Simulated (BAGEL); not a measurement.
**A workflow on B2NH2OF (SMILES OB1NB1F)**

Aim: a single-point energy (HF/cc-pVDZ), then a single-point energy (NEVPT2(2,2)/cc-pVDZ), then the energy (CASPT2(2,2)/cc-pVDZ) of B2NH2OF. 

The calculation is run with BAGEL 1.2.2.

1 further run of the same task is left out (set aside as unsound or not needed).

## (1) Starting point

B2NH2OF: 7 atoms, total charge 0, spin state singlet. SMILES: `OB1NB1F`. One bond was lengthened or shortened from a relaxed shape.

Bond lengths: O1–B2 1.549 Å, B2–N3 1.423 Å, B2–B4 1.598 Å, N3–B4 1.403 Å, B4–F5 1.317 Å, O1–H6 0.959 Å, N3–H7 1.012 Å. Angles: O1–B2–N3 134.0°, O1–B2–B4 171.0°, N3–B2–B4 55.0°, B2–N3–B4 68.8°, B2–B4–N3 56.2°, B2–B4–F5 168.4°, N3–B4–F5 135.4°, B2–O1–H6 112.9°, B2–N3–H7 144.6°, B4–N3–H7 146.6°.

## (2) The energy at HF/cc-pVDZ (density fitting with svp-jkfit) (run 1)

Input file hf.json:

```json
{ "bagel": [

{
  "title": "molecule",
  "basis": "cc-pvdz.json",
  "df_basis": "svp-jkfit",
  "angstrom": true,
  "geometry": [
    { "atom": "O", "xyz": [      -1.411334,       0.180329,       1.458661 ] },
    { "atom": "B", "xyz": [      -0.379000,       0.150200,       0.304200 ] },
    { "atom": "N", "xyz": [       0.632200,      -0.768200,      -0.094800 ] },
    { "atom": "B", "xyz": [       0.587000,       0.339700,      -0.954100 ] },
    { "atom": "F", "xyz": [       1.250000,       0.724100,      -2.025300 ] },
    { "atom": "H", "xyz": [      -1.964034,       0.964129,       1.443961 ] },
    { "atom": "H", "xyz": [       1.077200,      -1.650400,       0.122900 ] }
  ]
},

{
  "title": "hf"
},

{
  "title": "print",
  "file": "orbitals.molden",
  "orbitals": true
}

]}
```

The basis set cc-pVDZ is read from a file made from the Basis Set Exchange's data (not shown).

Launch:

```sh
$ BAGEL_NUM_THREADS=1 BAGEL hf.json > hf.out
```

Standard output:

```text
* using 1 threads per process

  ===============================================================
  ===============================================================

  *** Geometry ***

  { "atom" : "O", "xyz" : [     -2.667035,      0.340772,      2.756470 ] },
  { "atom" : "B", "xyz" : [     -0.716206,      0.283837,      0.574855 ] },
  { "atom" : "N", "xyz" : [      1.194685,     -1.451688,     -0.179146 ] },
  { "atom" : "B", "xyz" : [      1.109269,      0.641940,     -1.802988 ] },
  { "atom" : "F", "xyz" : [      2.362158,      1.368351,     -3.827262 ] },
  { "atom" : "H", "xyz" : [     -3.711486,      1.821940,      2.728691 ] },
  { "atom" : "H", "xyz" : [      2.035613,     -3.118804,      0.232247 ] },

  Number of auxiliary basis functions:      417

  Since a DF basis is specified, we compute 2- and 3-index integrals:
    o Being stored without compression. Storage requirement is 0.021 GB

  Number of basis functions:       80
  Number of electrons      :       36

    * METHOD: MOLECULE                             0.15

  *** RHF ***

  === Nuclear Repulsion ===
   131.1905668325

      * DIIS with orbital gradients will be used.

  === RHF iteration (cc-pvdz.json) ===
      0       -279.04803934          0.02142708           0.04
      1       -279.27056850          0.01512744           0.04
      2       -279.38899476          0.00202000           0.04
      3       -279.39215304          0.00068022           0.04
      4       -279.39250954          0.00021137           0.04
      5       -279.39254193          0.00007354           0.04
      6       -279.39254585          0.00002073           0.04
      7       -279.39254631          0.00000454           0.04
      8       -279.39254634          0.00000236           0.03
      9       -279.39254634          0.00000099           0.03
     10       -279.39254635          0.00000021           0.03
     11       -279.39254635          0.00000009           0.03
     12       -279.39254635          0.00000003           0.03
     13       -279.39254635          0.00000001           0.03
     14       -279.39254635          0.00000000           0.03
    * SCF iteration converged.

    * Permanent dipole moment:
           (   -0.056496,     0.195788,    -0.094686) a.u.

    * METHOD: HF                                   0.68

    * METHOD: PRINT                                0.01

  ===============================================================
```

Run time: 0.96 s. Hardware: 1 thread of Arm Neoverse V2, shared host; peak memory 0.15 GiB.

## (3) The energy at NEVPT2(2,2)/cc-pVDZ (density fitting with svp-jkfit) (run 2)

Input file input.json:

```json
{ "bagel": [

{
  "title": "molecule",
  "basis": "cc-pvdz.json",
  "df_basis": "svp-jkfit",
  "angstrom": "true",
  "geometry": [
    { "atom": "O", "xyz": [      -1.411334,       0.180329,       1.458661 ] },
    { "atom": "B", "xyz": [      -0.379000,       0.150200,       0.304200 ] },
    { "atom": "N", "xyz": [       0.632200,      -0.768200,      -0.094800 ] },
    { "atom": "B", "xyz": [       0.587000,       0.339700,      -0.954100 ] },
    { "atom": "F", "xyz": [       1.250000,       0.724100,      -2.025300 ] },
    { "atom": "H", "xyz": [      -1.964034,       0.964129,       1.443961 ] },
    { "atom": "H", "xyz": [       1.077200,      -1.650400,       0.122900 ] }
  ]
},

{
  "title": "hf"
},

{
  "title": "nevpt2",
  "nstate": 1,
  "nact": 2,
  "nclosed": 17,
  "active": [7, 20],
  "maxiter": 200,
  "natocc": "true",
  "ncore": 5
},

{
  "title": "print",
  "file": "orbitals.molden",
  "orbitals": "true"
}

]}
```

The basis set cc-pVDZ is read from a file made from the Basis Set Exchange's data (not shown).

Launch:

```sh
$ BAGEL_NUM_THREADS=1 BAGEL input.json > input.out
```

Standard output:

```text
* using 1 threads per process

  ===============================================================
  ===============================================================

  *** Geometry ***

  { "atom" : "O", "xyz" : [     -2.667035,      0.340772,      2.756470 ] },
  { "atom" : "B", "xyz" : [     -0.716206,      0.283837,      0.574855 ] },
  { "atom" : "N", "xyz" : [      1.194685,     -1.451688,     -0.179146 ] },
  { "atom" : "B", "xyz" : [      1.109269,      0.641940,     -1.802988 ] },
  { "atom" : "F", "xyz" : [      2.362158,      1.368351,     -3.827262 ] },
  { "atom" : "H", "xyz" : [     -3.711486,      1.821940,      2.728691 ] },
  { "atom" : "H", "xyz" : [      2.035613,     -3.118804,      0.232247 ] },

  Number of auxiliary basis functions:      417

[... 21 lines left out ...]
    * SCF iteration converged.
[... 1 line left out ...]
    * Permanent dipole moment:
[... 28 lines left out ...]
    * Second-order optimization converged. *

     guess   0:   closed 1.                   open ..

  === FCI iteration ===

      0  0      -279.39227409     1.05e-01      0.00
      1  0      -279.41300243     2.71e-03      0.00
      2  0 *    -279.41302595     8.91e-16      0.00

     * ci vector, state   0, <S^2> = 0.0000
       2.     0.9951635524
       .2    -0.0982318888

  === DF-NEVPT2 calculation ===

    * 3-index integral transformation done
    * assembly done

      NEVPT2 correlation energy:   -0.6728314383      0.15

          (+0)     -0.5913616705
          (+0)'    -0.0365203978
          (+1)     -0.0048649637
          (+1)'    -0.0000000000
          (+2)     -0.0004294184
          (-1)     -0.0326740295
          (-1)'     0.0000000000
          (-2)     -0.0069809583

      NEVPT2 total energy:       -280.0858573931

    * METHOD: NEVPT2                               4.04

    * METHOD: PRINT                                0.01

  ===============================================================
```

It took 5.1 s on 1 thread of Arm Neoverse V2, shared host; peak memory 0.15 GiB.

## (4) A single-point energy at CASPT2(2,2)/cc-pVDZ (density fitting with svp-jkfit) (run 3)

Input file input.json:

```json
{ "bagel": [

{
  "title": "molecule",
  "basis": "cc-pvdz.json",
  "df_basis": "svp-jkfit",
  "angstrom": "true",
  "geometry": [
    { "atom": "O", "xyz": [   -1.411334,    0.180329,    1.458661 ] },
    { "atom": "B", "xyz": [   -0.379000,    0.150200,    0.304200 ] },
    { "atom": "N", "xyz": [    0.632200,   -0.768200,   -0.094800 ] },
    { "atom": "B", "xyz": [    0.587000,    0.339700,   -0.954100 ] },
    { "atom": "F", "xyz": [    1.250000,    0.724100,   -2.025300 ] },
    { "atom": "H", "xyz": [   -1.964034,    0.964129,    1.443961 ] },
    { "atom": "H", "xyz": [    1.077200,   -1.650400,    0.122900 ] }
  ]
},
{
  "title": "hf"
},
{
  "title": "casscf",
  "nstate": 1,
  "nact": 2,
  "nclosed": 17,
  "active": [7, 20],
  "maxiter": 200,
  "natocc": "true"
},
{
  "title": "print",
  "file": "orbitals.molden",
  "orbitals": "true"
},
{
  "title": "smith",
  "method": "caspt2",
  "ms": "true",
  "xms": "true",
  "sssr": "true",
  "shift": 0.2,
  "shift_imag": "true",
  "ncore": 5
}

]}
```

The basis set cc-pVDZ is read from a file made from the Basis Set Exchange's data (not shown).

Launch:

```sh
$ BAGEL_NUM_THREADS=1 BAGEL input.json > input.out
```

Standard output:

```text
* using 1 threads per process

  ===============================================================
  ===============================================================

  *** Geometry ***

  { "atom" : "O", "xyz" : [     -2.667035,      0.340772,      2.756470 ] },
  { "atom" : "B", "xyz" : [     -0.716206,      0.283837,      0.574855 ] },
  { "atom" : "N", "xyz" : [      1.194685,     -1.451688,     -0.179146 ] },
  { "atom" : "B", "xyz" : [      1.109269,      0.641940,     -1.802988 ] },
  { "atom" : "F", "xyz" : [      2.362158,      1.368351,     -3.827262 ] },
  { "atom" : "H", "xyz" : [     -3.711486,      1.821940,      2.728691 ] },
  { "atom" : "H", "xyz" : [      2.035613,     -3.118804,      0.232247 ] },

  Number of auxiliary basis functions:      417

[... 21 lines left out ...]
    * SCF iteration converged.
[... 1 line left out ...]
    * Permanent dipole moment:
[... 27 lines left out ...]
    * Second-order optimization converged. *
[... 9 lines left out ...]
     * ci vector, state   0, <S^2> = 0.0000
[... 16 lines left out ...]
    * Zeroth order energy : state  0       -1.5448811031
[... 4 lines left out ...]
       #      aibj      arbs      arbi      airj      risj      airs      arst      rist         Etot      error   time
[... 10 lines left out ...]
      ------------------------------------------------------------------------------------------------------------------

    * CASPT2 energy : state  0     -280.0863195933
        w/o shift correction       -280.0835856598
        reference weight              0.8385997449

    * METHOD: SMITH                                0.75

  ===============================================================
```

Wall time 5.7 s (1 thread of Arm Neoverse V2, shared host); peak memory 0.21 GiB.

## (5) Results

| quantity | value |
| --- | --- |
| run 1, HF/cc-pVDZ: total energy | -279.39255 Eh |
| run 1, HF/cc-pVDZ: dipole moment | 0.57 D |
| run 1, HF/cc-pVDZ: HOMO energy | -10.78 eV |
| run 1, HF/cc-pVDZ: LUMO energy | 3.88 eV |
| run 1, HF/cc-pVDZ: HOMO–LUMO gap | 14.66 eV |
| run 2, NEVPT2(2,2)/cc-pVDZ: total energy | -280.08586 Eh |
| run 3, CASPT2(2,2)/cc-pVDZ: total energy | -280.08632 Eh |
